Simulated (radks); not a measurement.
**Cu⁺ in [Ar] 3d10: an all-electron calculation**

One table from this session's results is given with a row withheld; the runs are named, their logs left out.

Program: radks (a radial shooting solver on a logarithmic mesh, Libxc functionals) version 1. Level of theory: scalar-relativistic Kohn-Sham, LDA (Slater exchange, Perdew-Zunger correlation), spin-polarised, spherical densities, point nucleus. These are calculated values, not measurements, unless marked.

## What is computed

* element: copper (Z = 29)
* charge: +1
* electrons: 28
* configuration: [Ar] 3d10

Outer shells as boxes (Hund's rule):

Cu⁺
```
[Ar] core
3d [↑↓][↑↓][↑↓][↑↓][↑↓]
```

Set-up of the first run:

The run's settings:

```text
Z 29
configuration [Ar] 3d10 4s0 4p0
relativity scalar-relativistic
functional lda,pz
spin polarised
nucleus point
c 137.035999084
```

One table of the session follows, with a row left open; its other results are not shown here.

It belongs to the step «Radial structure». Sizes of the orbitals, from the radial functions (bohr):

| level | <r> | outermost maximum (interpolated) | 90 % within | nodes |
| --- | --- | --- | --- | --- |
| 1s | 0.05221 | 0.0342 | 0.0933 | 0 |
| 2s | 0.2356 | 0.197 | 0.365 | 1 |
| 2p | 0.2066 | 0.158 | 0.338 | 0 |
| 3s | ? | ? | ? | ? |
| 3p | 0.7513 | 0.620 | 1.17 | 1 |
| 3d | 1.014 | 0.601 | 1.83 | 0 |
| 4s | 2.554 | 2.12 | 3.85 | 3 |
| 4p | 3.361 | 2.72 | 5.16 | 2 |

Q: Estimate the row for 3s from the others.

The run gave: <r>: 0.7140; outermost maximum (interpolated): 0.614; 90 % within: 1.07; nodes: 2. In the column «<r>» it lies between 2s (0.2356) and 3p (0.7513).
